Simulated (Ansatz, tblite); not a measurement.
# The cluster Sr2O3: a ladder of methods and basis sets

Aim: run the singlet of the cluster Sr2O3 at one geometry on many levels, and compare frontier levels, spin and run time.

Computed with Ansatz 0.2.0, Gaussian basis. Level: as each input shows.

Plan: GFN1-xTB, GFN2-xTB, PBE-D4/def2-TZVP, r2SCAN-D4/def2-TZVP, PBE-QIDH/def2-TZVP, HSE06-D4/def2-TZVP, HF/def2-TZVP, LDA/def2-TZVP, B2PLYP/def2-TZVP, PBE-D4/def2-SVP, PBE0-D4/def2-SVP, PBE0-D4/def2-TZVPD, PBE-D4/def2-TZVPD, r2SCAN-D4/def2-TZVPD, CCSD(T)/def2-TZVPP, MP2/def2-TZVP, RPA/def2-TZVP.

4 further runs of the same task are left out: 4 set aside as unsound or not needed. Runs told in other sessions of the task aren't counted.

### 1 The geometry

The singlet was relaxed beforehand with PBE0-D4/def2-SVP. At that level it is the lowest of the isomers that a small search found.

5 atoms, charge 0, spin multiplicity 1.

Bond lengths: Sr1–O3 2.327 Å, Sr1–O4 2.327 Å, Sr1–O5 2.165 Å, Sr2–O3 2.327 Å, Sr2–O4 2.327 Å, Sr2–O5 2.165 Å. Angles: O3–Sr1–O4 37.4°, O3–Sr1–O5 84.5°, O4–Sr1–O5 84.5°, O3–Sr2–O4 37.4°, O3–Sr2–O5 84.5°, O4–Sr2–O5 84.5°, Sr1–O3–Sr2 88.3°, Sr1–O4–Sr2 88.3°, Sr1–O5–Sr2 97.0°.

Sr takes a core potential in the def2 sets. No spin-orbit coupling is included.

PBE0-D4/def2-TZVP was run before; its log isn't repeated, and its numbers join the tables.

### 2 GFN1-xTB

Tight binding, by tblite at 300 K electronic temperature and without a spin-polarisation term:

```python
tblite.interface.Calculator('GFN1-xTB', numbers, positions, charge=0, uhf=0).singlepoint()
```

Energy -412.9278 eV, HOMO -9.22 eV, LUMO -7.81 eV; 0.003 s.

### 3 GFN2-xTB

Tight binding, by tblite at 300 K electronic temperature and without a spin-polarisation term:

```python
tblite.interface.Calculator('GFN2-xTB', numbers, positions, charge=0, uhf=0).singlepoint()
```

Energy -355.5547 eV, HOMO -10.38 eV, LUMO -10.29 eV; 0.009 s.

### 4 PBE-D4/def2-TZVP

start.molden holds the orbitals of an earlier run on this state, given as this run's starting guess.

in.yaml reads:

```yaml
crystal:
  periodic: [false, false, false]
  atoms:
    - {symbol: Sr, position_ang: [-1.085777, 0.325518, -1.200655]}
    - {symbol: Sr, position_ang: [0.665765, 0.010294, 1.510954]}
    - {symbol: O, position_ang: [1.173668, -0.017370, -0.760271]}
    - {symbol: O, position_ang: [0.426756, -1.263012, -0.422226]}
    - {symbol: O, position_ang: [-1.180403, 0.944571, 0.872199]}
basis:
  gaussian: {orbitals: def2-TZVP, initial_orbitals: start.molden}
hamiltonian: {xc: pbe, dispersion: d4}
scf: {omitted_lower_state_checks: [starts]}
output: {forces: true, orbitals: {seedname: orbitals}}
```

The run is started by

```
> ansatz run in.yaml --threads 4 --pin off --events-out ev --progress --plain --max-ram 3916MiB
```

Further steps of the session: r2SCAN-D4/def2-TZVP; PBE-QIDH/def2-TZVP; HSE06-D4/def2-TZVP; HF/def2-TZVP; LDA/def2-TZVP; B2PLYP/def2-TZVP; PBE-D4/def2-SVP; PBE0-D4/def2-SVP; PBE0-D4/def2-TZVPD; PBE-D4/def2-TZVPD; r2SCAN-D4/def2-TZVPD; CCSD(T)/def2-TZVPP; MP2/def2-TZVP; RPA/def2-TZVP.

Q: Predict the results of all the runs planned. Wanted: gap in def2-TZVP, named functionals and Hartree-Fock, smallest and largest; correlation energy, CCSD(T)/def2-TZVPP; correlation energy, MP2/def2-TZVP; binding an atom, CCSD(T)/def2-TZVPP; PBE0 total energy, smallest basis above largest.

The runs gave:

| quantity | value |
| --- | --- |
| gap in def2-TZVP, named functionals and Hartree-Fock, smallest and largest | 1.71 eV (PBE-D4), 8.12 eV (HF) |
| correlation energy, CCSD(T)/def2-TZVPP | -33.40 eV |
| correlation energy, MP2/def2-TZVP | -29.72 eV |
| binding an atom, CCSD(T)/def2-TZVPP | 3.072 eV |
| PBE0 total energy, smallest basis above largest | 8.10 eV (def2-SVP, def2-TZVPD) |

In words: Over the named functionals and Hartree-Fock in def2-TZVP the gap runs from 1.71 eV (PBE-D4) to 8.12 eV (HF); exact exchange widens it. The functionals in def2-TZVP miss CCSD(T)/def2-TZVPP by +0.098 (PBE-QIDH) to +1.172 eV (LDA) an atom. The reference is CCSD(T) in one finite basis, so it carries an error of its own, often a tenth of an eV or more, and near misses can't be ranked.
